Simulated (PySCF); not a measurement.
# SiH3Br: NMR shieldings

What do calculations give for the NMR shieldings of SiH3Br (`[SiH3]Br`)?

Computed with PySCF 2.14.0 and routines of our own; the level stands in each step. Atoms count from 0.

## 1. The starting structure

5 atoms, charge 0, multiplicity 1; geometry from: GFN2-xTB.

## 2. Optimising the geometry at PBE0-D3(BJ)/def2-SVP

What the job is given:

```
{"job": {"xc": "PBE0", "basis": "def2-SVP", "d3": "d3bj", "grid": 1, "maxiter": 30, "shake": 0.01, "kind": "geom"}, "charge": 0, "multiplicity": 1}
Si    -0.184700    -0.017890    -0.008660
Br     1.995880    -0.083940     0.082580
H     -0.698150    -0.612790     1.206200
H     -0.502320     1.422670    -0.101250
H     -0.577150    -0.742020    -1.216760
```

Started as:

```console
$ OMP_NUM_THREADS=1 python heavy_run.py task.json out
```

One launch serves the whole session: the jobs run in the order shown.

Log:

```text
step   0  E = -2864.65498072  max force = 0.017567
step   1  E = -2864.65740409  max force = 0.001935
step   2  E = -2864.65744966  max force = 0.000400
step   3  E = -2864.65745099  max force = 0.000120
optimisation converged
```

Wall time 4.9 s (1 thread of Arm Neoverse V1, shared host); peak memory 0.29 GiB.

Step by step:

```
step  energy from step 0 (eV)  largest force component (eV/Å)
   0                   0.0000                          0.9033
   1                  -0.0659                          0.0995
   2                  -0.0672                          0.0206
   3                  -0.0672                          0.0062
```

Close pairs (by a distance rule), those that changed most:

```
   bond  before (Å)  after (Å)  change (Å)
 Si0–H2       1.447      1.489      +0.042
Si0–Br1       2.183      2.225      +0.042
 Si0–H4       1.462      1.489      +0.027
 Si0–H3       1.478      1.489      +0.011
```

The final coordinates are the input of the step that follows.

| at the end point | value |
| --- | --- |
| point group (found at 0.08 Å tolerance) | C3v |
| rotational constants (GHz, main isotopes) | 83.993, 4.265, 4.265 |
| dipole moment (D) | 1.38 |

## 3. NMR shieldings: PBE/pcSseg-1 Br:us-x2c-TZVPall-2c, spin–orbit

What the job is given:

```
{"job": {"kind": "hnmr", "xc": "PBE", "basis": {"default": "pcSseg-1", "Br": "us-x2c-TZVPall-2c"}, "rel": "so"}, "charge": 0, "multiplicity": 1}
Si     0.418228     0.121748     0.078749
Br     2.636609     0.005734     0.211322
H     -0.162981    -0.491583     1.304581
H      0.019095     1.552906    -0.020291
H     -0.026293    -0.622861    -1.131632
```

With the program's defaults for keys left out, this is: PBE/pcSseg-1 Br:us-x2c-TZVPall-2c GIAO NMR shielding, X2C with spin-orbit coupling, screened-nuclear two-electron part, Gaussian nuclei, gas phase.

Log:

```text
spin-free SCF
coarse grid: 21160 points
cycle   1  E = -2897.6209516412  dE = -1.409e-01  |g| = 2.779e-01  |ddm| = 2.115e+00
cycle   2  E = -2897.6199691730  dE =  9.825e-04  |g| = 1.982e-01  |ddm| = 4.672e-01
cycle   3  E = -2897.6275571633  dE = -7.588e-03  |g| = 1.162e-01  |ddm| = 3.356e-01
cycle   4  E = -2897.6308981990  dE = -3.341e-03  |g| = 1.167e-02  |ddm| = 1.118e-01
cycle   5  E = -2897.6309075729  dE = -9.374e-06  |g| = 1.744e-03  |ddm| = 6.896e-03
final grid: 41120 points
cycle   6  E = -2897.6308712262  dE = -9.673e-08  |g| = 1.749e-03  |ddm| = 4.871e-03
cycle   7  E = -2897.6308698718  dE =  1.354e-06  |g| = 2.754e-03  |ddm| = 5.580e-03
cycle   8  E = -2897.6308723935  dE = -2.522e-06  |g| = 4.612e-04  |ddm| = 3.215e-03
cycle   9  E = -2897.6308724163  dE = -2.279e-08  |g| = 2.610e-05  |ddm| = 2.630e-04
cycle  10  E = -2897.6308724165  dE = -2.292e-10  |g| = 1.401e-06  |ddm| = 3.743e-05
converged SCF energy = -2897.6308724165
two-component SCF
cycle   1  E = -2897.5652695637  dE = -2.898e+03  |FDS-SDF| = 8.975e+00
cycle   2  E = -2897.7064978308  dE = -1.412e-01  |FDS-SDF| = 8.646e-03
cycle   3  E = -2897.7064979688  dE = -1.379e-07  |FDS-SDF| = 1.612e-03
cycle   4  E = -2897.7064979950  dE = -2.621e-08  |FDS-SDF| = 9.484e-04
cycle   5  E = -2897.7064980651  dE = -7.012e-08  |FDS-SDF| = 8.545e-05
cycle   6  E = -2897.7064980670  dE = -1.905e-09  |FDS-SDF| = 2.999e-05
converged, E = -2897.7064980670

Field gradients (au) and densities at the nuclei (bohr^-3)
atom        Vxx        Vyy        Vzz        centre      nuclear mean
  0 Si    -0.3693    -0.3703     0.7396       1576.073       1576.054
  1 Br    -2.5585    -2.5623     5.1209      39290.469      39261.914
  2 H     -0.0697    -0.0730     0.1427          0.357          0.357
  3 H     -0.0696    -0.0729     0.1425          0.357          0.357
  4 H     -0.0697    -0.0729     0.1426          0.357          0.357
without picture change
  1 Br                           5.2871                     60063.819

Core orbital energies (eV)
atom   shell        mean    spread
  0 Si 1s        -1785.241   0.000
  0 Si 2s         -139.228   0.000
  0 Si 3s          -15.102   0.000
  0 Si 2p1/2       -95.768   0.000
  0 Si 2p3/2       -95.139   0.070
  1 Br 1s       -13302.506   0.000
  1 Br 2s        -1731.455   0.000
  1 Br 3s         -236.977   0.000
  1 Br 4s          -19.969   0.000
  1 Br 2p1/2     -1558.895   0.000
  1 Br 2p3/2     -1511.966   0.051
  1 Br 3p1/2      -177.056   0.000
  1 Br 3p3/2      -170.266   0.153
  1 Br 3d3/2       -66.440   0.160
  1 Br 3d5/2       -65.409   0.212

Shielding tensors (ppm)
atom      isotropic    diamagn.    paramagn.     s11        s22        s33       span
  0 Si      374.19      863.01     -488.82     344.80     345.24     432.53      87.73
  1 Br     3101.47     2987.09      114.38    3097.60    3098.72    3108.11      10.51
  2 H        26.47       27.47       -1.00      23.39      23.93      32.09       8.70
  3 H        26.47       27.39       -0.92      23.40      23.94      32.08       8.68
  4 H        26.47       27.52       -1.05      23.40      23.93      32.08       8.68
```

Wall time 10 s (1 thread of Arm Neoverse V1, shared host); peak memory 0.5 GiB.

Key values:

```
                       quantity       value
energy from spin-orbit coupling  -0.0756 Eh
```

## 4. NMR shieldings: PBE/pcSseg-1 Br:us-x2c-TZVPall-2c, spin-free

What the job is given:

```
{"job": {"kind": "hnmr", "xc": "PBE", "basis": {"default": "pcSseg-1", "Br": "us-x2c-TZVPall-2c"}, "rel": "sf"}, "charge": 0, "multiplicity": 1}
Si     0.418228     0.121748     0.078749
Br     2.636609     0.005734     0.211322
H     -0.162981    -0.491583     1.304581
H      0.019095     1.552906    -0.020291
H     -0.026293    -0.622861    -1.131632
```

Level: PBE/pcSseg-1 Br:us-x2c-TZVPall-2c GIAO NMR shielding, spin-free X2C, Gaussian nuclei, gas phase.

Log:

```text
spin-free SCF
coarse grid: 21160 points
cycle   1  E = -2897.6209516412  dE = -1.409e-01  |g| = 2.779e-01  |ddm| = 2.115e+00
cycle   2  E = -2897.6199691730  dE =  9.825e-04  |g| = 1.982e-01  |ddm| = 4.672e-01
cycle   3  E = -2897.6275571633  dE = -7.588e-03  |g| = 1.162e-01  |ddm| = 3.356e-01
cycle   4  E = -2897.6308981990  dE = -3.341e-03  |g| = 1.167e-02  |ddm| = 1.118e-01
cycle   5  E = -2897.6309075729  dE = -9.374e-06  |g| = 1.744e-03  |ddm| = 6.896e-03
final grid: 41120 points
cycle   6  E = -2897.6308712262  dE = -9.673e-08  |g| = 1.749e-03  |ddm| = 4.871e-03
cycle   7  E = -2897.6308698718  dE =  1.354e-06  |g| = 2.754e-03  |ddm| = 5.580e-03
cycle   8  E = -2897.6308723935  dE = -2.522e-06  |g| = 4.612e-04  |ddm| = 3.215e-03
cycle   9  E = -2897.6308724163  dE = -2.279e-08  |g| = 2.610e-05  |ddm| = 2.630e-04
cycle  10  E = -2897.6308724165  dE = -2.292e-10  |g| = 1.401e-06  |ddm| = 3.743e-05
converged SCF energy = -2897.6308724165
check of the scalar solution
cycle   1  E = -2897.6308724165  dE = -2.898e+03  |FDS-SDF| = 1.401e-06
cycle   2  E = -2897.6308724165  dE = -1.137e-11  |FDS-SDF| = 1.186e-06
converged, E = -2897.6308724165

Field gradients (au) and densities at the nuclei (bohr^-3)
atom        Vxx        Vyy        Vzz        centre      nuclear mean
  0 Si    -0.3700    -0.3710     0.7410       1576.076       1576.057
  1 Br    -2.5605    -2.5643     5.1248      39287.795      39259.239
  2 H     -0.0697    -0.0730     0.1427          0.357          0.357
  3 H     -0.0696    -0.0729     0.1425          0.357          0.357
  4 H     -0.0697    -0.0729     0.1426          0.357          0.357
without picture change
  1 Br                           5.2933                     60064.354

Core orbital energies (eV)
atom   shell        mean    spread
  0 Si 1s        -1785.245   0.000
  0 Si 2s         -139.232   0.000
  0 Si 3s          -15.103   0.000
  0 Si 2p          -95.352   0.111
  1 Br 1s       -13302.708   0.000
  1 Br 2s        -1731.489   0.000
  1 Br 3s         -236.982   0.000
  1 Br 4s          -19.969   0.000
  1 Br 2p        -1527.358   0.076
  1 Br 3p         -172.490   0.230
  1 Br 3d          -65.823   0.239

Shielding tensors (ppm)
atom      isotropic    diamagn.    paramagn.     s11        s22        s33       span
  0 Si      366.77      873.20     -506.43     329.89     330.32     440.10     110.21
  1 Br     2820.80     3136.24     -315.44    2791.88    2793.08    2877.43      85.55
  2 H        25.95       27.48       -1.53      21.88      23.85      32.11      10.23
  3 H        25.95       27.40       -1.45      21.89      23.85      32.10      10.21
  4 H        25.95       27.52       -1.57      21.88      23.85      32.10      10.22
```

It took 3.7 s on 1 thread of Arm Neoverse V1, shared host; peak memory 0.5 GiB.

## 5. Shieldings side by side

```csv
run,Br1,Si0,H4,H3,H2,time
"step 3, PBE/pcSseg-1 Br:us-x2c-TZVPall-2c, spin–orbit",3101.5,374.2,26.5,26.5,26.5,10 s
"step 4, PBE/pcSseg-1 Br:us-x2c-TZVPall-2c, spin-free",2820.8,366.8,25.9,25.9,25.9,3.7 s
```

## 6. Outcome

| quantity | value |
| --- | --- |
| point group | C3v |
| rotational constants (main isotopes) | 83.99, 4.26, 4.26 GHz |
| energy from spin-orbit coupling (step 3, PBE/pcSseg-1 Br:us-x2c-TZVPall-2c, spin–orbit) | -0.0756 Eh |
| shieldings (step 3, PBE/pcSseg-1 Br:us-x2c-TZVPall-2c, spin–orbit) | Si0 374.2, Br1 3101.5, H2 26.5, H3 26.5, H4 26.5 ppm |
| shieldings (step 4, PBE/pcSseg-1 Br:us-x2c-TZVPall-2c, spin-free) | Si0 366.8, Br1 2820.8, H2 25.9, H3 25.9, H4 25.9 ppm |

**Reading.** The optimisation took 3 steps and gained 0.067 eV; among the close pairs (by a distance rule), Si0–H2 changed most, from 1.447 to 1.489 Å. No frequency check was run at this level, so the end point may be a saddle. In step 3, Si0 has the widest tensor, 88 ppm. Br1 moves most between the runs, by 281 ppm; the labels say what changes from run to run.
